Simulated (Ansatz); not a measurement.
# FeCO3 (Siderite) under changes of volume

One of the cells (9.756 Å³/atom); the others are scaled copies at fixed shape and fractional positions:

```
Fe O C
1.0
     2.34435    1.35351    5.12433
    -2.34435    1.35351    5.12433
     0.00000   -2.70702    5.12433
Fe O C
2 6 2
Direct
  0.50000 0.50000 0.50000
  0.00000 0.00000 0.00000
  0.02430 0.75000 0.47570
  0.75000 0.47570 0.02430
  0.47570 0.02430 0.75000
  0.97570 0.25000 0.52430
  0.25000 0.52430 0.97570
  0.52430 0.97570 0.25000
  0.75000 0.75000 0.75000
  0.25000 0.25000 0.25000
```

| Property | Result |
| --- | --- |
| Program | Ansatz 0.2.0 |
| Functional | PBEsol |
| Potentials or basis | Ansatz PAW |
| Cutoff | 420 eV (not typed: the program's choice for these potentials) |
| k mesh | 7 × 7 × 7 |
| Occupations | fermi-dirac, width 0.05 eV |
| Spin | collinear spin, ferromagnetic start |
| Starting moments | [3.0, 3.0, 0.0, 0.0, 0.0, 0.0, 0.0, 0.0, 0.0, 0.0] μB |

| volume (Å³/atom) | energy over the lowest point (meV/atom) | pressure (GPa) | largest force (eV/Å) |
| --- | --- | --- | --- |
| 9.171 | ? | ? | ? |
| 9.366 | 5.16 | 6.6 | 1.535 |
| 9.561 | 0.00 | 2.1 | 1.009 |
| 9.756 | 0.17 | -2.0 | 0.517 |
| 9.951 | 4.95 | -5.7 | 0.057 |
| 10.146 | 14.01 | -9.0 | 0.374 |
| 10.341 | 26.92 | -12.0 | 0.777 |

Problem. What does the run at 9.171 Å³/atom give?

Solution. Energy over the lowest point 16.05 meV/atom; pressure 11.6 GPa; largest force 2.098 eV/Å.

Worked out: A Birch-Murnaghan fit of order 3 (a polynomial in V^(-2/3)) to the other rows has its minimum at 9.65 Å³/atom with B0 = V·E''(V) = 202 GPa and B' = 4.2 at fixed shape and positions, which overstates the stiffness. It gives 16.09 meV/atom at 9.171 Å³/atom, against the run's 16.05, and -dE/dV = 11.5 GPa, against 11.6.

Energies are extrapolated to zero smearing.

Caveats: only a ferromagnetic start was run, and an antiferromagnetic order may lie lower in energy; the PAW data sets come from PBE, with cores solved anew for the run's functional, which leaves a small shift of forces and pressure; forces of over 1 eV/Å show positions far from the minimum, so gaps and moduli don't describe the material at rest (some runs).
